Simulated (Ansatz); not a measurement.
**The cluster Sn₃S₂: geometry, orbitals and charge**

What does the cluster Sn₃S₂ look like as a singlet, and where do its frontier electrons sit?

Computed with Ansatz 0.2.0, Gaussian basis. Level: RKS PBE0-D4/def2-TZVP.

Plan: relaxation at r2SCAN-D4/def2-SVP; a single point at PBE0-D4/def2-TZVP.

6 further runs of the same task are left out: 6 set aside as unsound or not needed. Runs told in other sessions of the task aren't counted.

## 1. The system as given

5 atoms, charge 0, spin multiplicity 1.

Atoms are counted from 1 here; the program's logs count them from 0.

Bond lengths: Sn1–S4 2.515 Å, Sn1–S5 2.515 Å, Sn2–S4 2.690 Å, Sn2–S5 2.690 Å, Sn3–S4 2.514 Å, Sn3–S5 2.515 Å. Angles: S4–Sn1–S5 82.2°, S4–Sn2–S5 75.8°, S4–Sn3–S5 82.2°, Sn1–S4–Sn2 67.3°, Sn1–S4–Sn3 97.8°, Sn2–S4–Sn3 67.3°, Sn1–S5–Sn2 67.3°, Sn1–S5–Sn3 97.8°, Sn2–S5–Sn3 67.3°.

Coordinates:

```
Sn   -0.6978    1.5611   -0.9357
Sn   -0.0195   -1.2327   -1.2008
Sn    0.7082   -0.9034    1.5759
S    -1.5300   -0.1281    0.7322
S     1.5391    0.7031   -0.1716
```

Sn takes a core potential in the def2 sets. No spin-orbit coupling is included.

The start is a GFN2-xTB geometry.

## 2. Relaxation at r2SCAN-D4/def2-SVP

Input file in.yaml:

```yaml
crystal:
  periodic: [false, false, false]
  atoms:
    - {symbol: Sn, position_ang: [-0.697850, 1.561100, -0.935710]}
    - {symbol: Sn, position_ang: [-0.019480, -1.232680, -1.200850]}
    - {symbol: Sn, position_ang: [0.708230, -0.903440, 1.575920]}
    - {symbol: S, position_ang: [-1.529970, -0.128080, 0.732200]}
    - {symbol: S, position_ang: [1.539070, 0.703100, -0.171570]}
basis:
  gaussian: {orbitals: def2-SVP}
hamiltonian: {xc: r2scan, dispersion: d4}
scf: {lower_state_search: "off"}
output: {orbitals: {seedname: orbitals}}
relax: {f_tol: 0.02, max_steps: 100}
```

Started as:

```bash
ansatz run in.yaml --threads 4 --pin off --events-out ev --progress --plain --max-ram 4787MiB
```

Further steps of the session: Single point, PBE0-D4/def2-TZVP.

Before running them: what should the planned runs give, taken together? Wanted: point group; commonest bond; HOMO, LUMO at PBE0-D4/def2-TZVP; dipole at r2SCAN-D4/def2-SVP.

**Answer**, as computed:

| quantity | value |
| --- | --- |
| point group | C2v |
| commonest bond | S–Sn, 6 of mean length 2.627 Å |
| HOMO, LUMO at PBE0-D4/def2-TZVP | -5.68, -2.46 eV |
| dipole at r2SCAN-D4/def2-SVP | 0.51 D |

The molecule keeps its bonding pattern by the stored test; the atoms moved 0.05 Å (rms). No usable vibrations, so a minimum isn't proven. Whether this spin is the lowest isn't tested here.
